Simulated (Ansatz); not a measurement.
CH₇NOSn, SMILES [CH3][SnH]([NH2])[OH], a ladder of methods at one geometry

Computed with Ansatz 0.2.0, Python API.

Interactive session:
```pycon
>>> import ansatz
>>> params = {
...     "basis": "def2-SVP",
... }
>>> geometry_ang = [
...     ("C", [-0.979, 1.1326, -0.2394]),
...     ("Sn", [0.2569, -0.5098, -0.5603]),
...     ("N", [1.7673, -0.4418, 0.794]),
...     ("O", [-0.6988, -2.1675, -0.3148]),
...     ("H", [-1.4389, 1.1343, 0.76]),
...     ("H", [-0.4486, 2.1299, -0.3864]),
...     ("H", [-1.8314, 1.1488, -0.9818]),
...     ("H", [0.9534, -0.4375, -2.1887]),
...     ("H", [1.3624, -0.4218, 1.7965]),
...     ("H", [2.2686, 0.485, 0.7132]),
...     ("H", [-1.1466, -2.1091, 0.6283]),
... ]
>>> molecule = ansatz.Crystal.molecule()
>>> for symbol, xyz in geometry_ang:
...     molecule = molecule.atom(symbol, xyz)
...
>>> model = molecule.calculation().basis(gaussian=params["basis"])
>>> methods = ["mp2", "ccsd", "ccsd_t"]
>>> batch = ansatz.Session.batch([model.correlation(m).input() for m in methods])
>>> reports = sorted(batch.plan().execute().molecular_reports, key=lambda each: each["member"])

>>> print(f"Hartree-Fock reference {reports[0]['reference_energy_ev'] / 27.211386246:.6f} Ha")
Hartree-Fock reference -384.439507 Ha
>>> best = reports[-1]["free_energy_ev"] - reports[-1]["reference_energy_ev"]
>>> for method, each in zip(methods, reports):
...     gained = each["free_energy_ev"] - each["reference_energy_ev"]
...     print(f"{method:8s} total {each['free_energy_ev'] / 27.211386246:.6f} Ha  correlation {gained:9.4f} eV  ({100 * gained / best:.1f} % of the last)")
...
mp2      total -385.076598 Ha  correlation  -17.3361 eV  (91.5 % of the last)
ccsd     total -385.117859 Ha  correlation  -18.4589 eV  (97.4 % of the last)
ccsd_t   total -385.136055 Ha  correlation  -18.9540 eV  (100.0 % of the last)
```

Notes:
- Total energies depend on the basis set; only differences at equal settings carry meaning.
- The geometry is a force-field or estimated start, not a minimum of this method, and the basis set is short of its limit. A lower total doesn't mark the better method: functionals have no common bound, and MP2 and coupled cluster aren't variational.
- def2 sets replace the cores of elements past krypton by effective core potentials.
- Inner cores stay frozen; a filled d shell under the valence of the heavier atoms is correlated with it.

(Lines on the test bed's own set-up are left out of the output.)
